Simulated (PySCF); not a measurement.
**Accurate constants of IBr, step by step**

Aim: bond length, wavenumber and bond energy of IBr near the limit of CCSD(T), built from two basis sets and any small corrections listed.

The runs use PySCF 2.14.0; CCSD(T) on RHF, scalar-relativistic core potentials.

2 further runs of the same task are left out: 2 set aside as unsound or not needed.

**1. Set-up**

```yaml
molecule: IBr
state: singlet, unpaired electrons none
smaller_basis: I cc-pVTZ-PP with ECP28, Br cc-pVTZ-PP with ECP10
larger_basis: I cc-pVQZ-PP with ECP28, Br cc-pVQZ-PP with ECP10
frozen_core_orbitals: 18
extrapolation: correlation as n⁻³ (n = 3, 4), Hartree–Fock as (n+1)·exp(−9√n)
corrections: none
distances_Å: 2.1833, 2.2826, 2.3818, 2.4811, 2.5803, 2.7044, 2.8284
masses_u: 126.9045, 78.9183
dissociation_limit: I + Br
```

Run with:

```
OMP_NUM_THREADS=4 python comp.py task.json out
```

**2. The runs**

Before running it: what results should come out? Wanted: for each run, Re; ωe; ωexe; αe; De.

**Answer**, as computed:

```csv
level,Re (Å),ωe (cm⁻¹),ωexe (cm⁻¹),αe (cm⁻¹),De (eV)
CCSD(T)/cc-pVTZ(-PP),2.4997,267.0,0.763,0.000185,1.917
CCSD(T)/cc-pVQZ(-PP),2.4857,272.1,0.747,0.000183,2.070
HF/CBS,2.4612,294.6,0.561,0.000152,0.694
MP2/CBS,2.4612,288.0,0.655,0.000167,2.296
CCSD/CBS,2.4706,282.3,0.679,0.000172,1.995
CCSD(T)/CBS,2.4784,275.6,0.743,0.000181,2.170
```

What this shows: The last step gives Re = 2.4784 Å, ωe = 275.6 cm⁻¹ and De = 2.170 eV; the smaller basis alone is off from it by +21.3 mÅ and -0.25 eV. Near the minimum the mean field binds by 0.69 eV and correlation adds 1.48 eV of binding. T1 is 0.008. Spin–orbit coupling and excitations beyond (T) are left out.
